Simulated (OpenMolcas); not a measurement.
**B3LYP/6-31G(d) (spherical functions) run of AlH2BrF− (SMILES [F][AlH2-][Br])**

Wanted: energy and gradient of AlH2BrF−. 

Program for the calculation: OpenMolcas 26.06.

13 further runs of the same task are left out: 6 for a known fault of the program, 1 that didn't finish, 6 set aside as unsound or not needed.

## 1. The structure to begin with

AlH2BrF−: 5 atoms, total charge -1, spin state singlet. SMILES: `[F][AlH2-][Br]`. The shape comes from GFN2-xTB, which is rough for such elements, and wasn't checked as a minimum.

Bond lengths: F1–Al2 1.688 Å, Al2–Br3 2.316 Å, Al2–H4 1.582 Å, Al2–H5 1.583 Å. Angles: F1–Al2–Br3 111.0°, F1–Al2–H4 109.8°, F1–Al2–H5 109.8°, Br3–Al2–H4 106.3°, Br3–Al2–H5 106.2°, H4–Al2–H5 113.6°.

## 2. Energy and gradient at B3LYP/6-31G(d) (spherical functions)

The input, mol.input:

```
&gateway
  baslib=$CurrDir
  basisset
  F.6-31Gs....
  F1 -1.213430 0.305530 1.207960 angstrom
  End of Basis
  basisset
  Al.6-31Gs....
  Al2 -0.128150 0.082510 -0.066010 angstrom
  End of Basis
  basisset
  Br.6-31Gs....
  Br3 1.755180 -1.067620 0.637910 angstrom
  End of Basis
  basisset
  H.6-31Gs....
  H4 -0.796400 -0.806870 -1.191340 angstrom
  H5 0.382800 1.486460 -0.588530 angstrom
  End of Basis

&seward
  gridinput
  Grid=UltraFine
  End of Grid

&scf
  charge=-1
  ksdft=B3LYP
  thresholds=1e-10 1e-07 1e-07 1e-05
  prorbitals=1 1

&alaska
```

The basis set 6-31G* is read from a file made from the Basis Set Exchange's data (not shown).

On the command line:

```console
export MOLCAS_MEM=1860
pymolcas mol.input > mol.log
```

Q: Predict the results. Wanted: total energy; HOMO energy; LUMO energy; HOMO–LUMO gap; largest force on an atom.

**Answer.** As computed:

Level: B3LYP/6-31G* (spherical functions).

| quantity | value |
| --- | --- |
| total energy | -2917.54962 Eh |
| HOMO energy | -2.11 eV |
| LUMO energy | 5.59 eV |
| HOMO–LUMO gap (to an unbound level, set by the basis) | 7.71 eV |
| largest force on an atom | 1.142 eV/Å |

In words: The largest force is 1.14 eV/Å: the shape isn't a stationary point for this species at this level.
